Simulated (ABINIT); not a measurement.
Crystal: Sn3Se.

```
CELL_PARAMETERS angstrom
4.74188 0.00000 0.00000
0.00000 4.74188 0.00000
0.00000 0.00000 4.74188
ATOMIC_POSITIONS crystal
Sn 0.50000 0.50000 0.00000
Sn 0.50000 0.00000 0.50000
Sn 0.00000 0.50000 0.50000
Se 0.00000 0.00000 0.00000
```

The cell comes from a database or a generator and needn't be the stable form of this composition.

Base run:

| Item | Value |
| --- | --- |
| Program | ABINIT 10.8.3 (patched build) |
| Functional | PBEsol |
| Potentials or basis | SG15 NC PBE v1.2 |
| Cutoff | 490 eV |
| k mesh | 4 × 4 × 4 |
| Occupations | fixed |
| Spin | no spin polarisation |

Its results: band gap on the k mesh none (metal or under the smearing width); pressure -2.7 GPa.

The run is repeated on the same cell with these changes: functional from PBEsol to PBE. What comes out?

Band gap on the k mesh none (metal or under the smearing width); pressure 0.3 GPa.

PBE binds less tightly than PBEsol, so the same cell stands under more pressure.

Caveats: the potentials were made for another functional, which shifts forces and pressure (some runs).

Not every run made on this cell is shown here.
